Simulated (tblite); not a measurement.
# C3H11AsB2N2: the cost of one run

Computed with tblite 0.8.0 and PySCF 2.14.0, with density-fitted response routines of our own, on a single molecule in the gas phase. Atoms count from 0, in the outputs and in this text.

## (1) Starting geometry

19 atoms, charge 0, multiplicity 1; geometry from: force field or distance geometry start.

Bonds of the start (Å): C0–C1 1.33, C1–B2 1.58, B2–N3 1.52, B2–C4 1.60, C4–N5 1.42, N5–B6 1.50, B6–As7 2.02, C0–H8 1.08, C0–H9 1.11, C1–H10 1.11, N3–H11 1.05, N3–H12 1.03, C4–H13 1.13, C4–H14 1.12, N5–H15 1.05, B6–H16 1.20, As7–H17 1.54, As7–H18 1.56.

## (2) Geometry optimisation with GFN2-xTB

What the job is given:

```
{"job": {"kind": "relax", "xc": "GFN2-xTB", "basis": "xTB"}, "charge": 0, "multiplicity": 1}
C     -2.853500     1.416300     0.162700
C     -1.916900     0.887800     0.940700
B     -1.161900    -0.415200     0.458400
N     -2.091600    -1.523600     0.003100
C      0.221800    -0.145600    -0.288600
N      1.241100    -1.040700     0.125600
B      2.586700    -0.881400    -0.506500
As     3.896000     0.638700    -0.276000
H     -3.125300     0.987000    -0.791000
H     -3.411000     2.322600     0.472100
H     -1.667200     1.345900     1.917800
H     -1.671000    -2.483200     0.069000
H     -2.575400    -1.347600    -0.883400
H      0.038300    -0.360200    -1.381600
H      0.524200     0.927300    -0.232100
H      1.226400    -1.293800     1.145900
H      2.924300    -1.762000    -1.243200
H      3.447700     1.974200    -0.909600
H      4.357500     0.762500     1.209200
```

The run is started by

```
OMP_NUM_THREADS=1 python probes_run.py task.json out
```

One launch serves the whole session: the jobs run in the order shown.

**Question.** How long does this first job take on 1 thread of Intel Xeon at 2.50GHz, shared host, and how much memory does it need?

About 6.7 s, with a peak of 0.18 GiB.
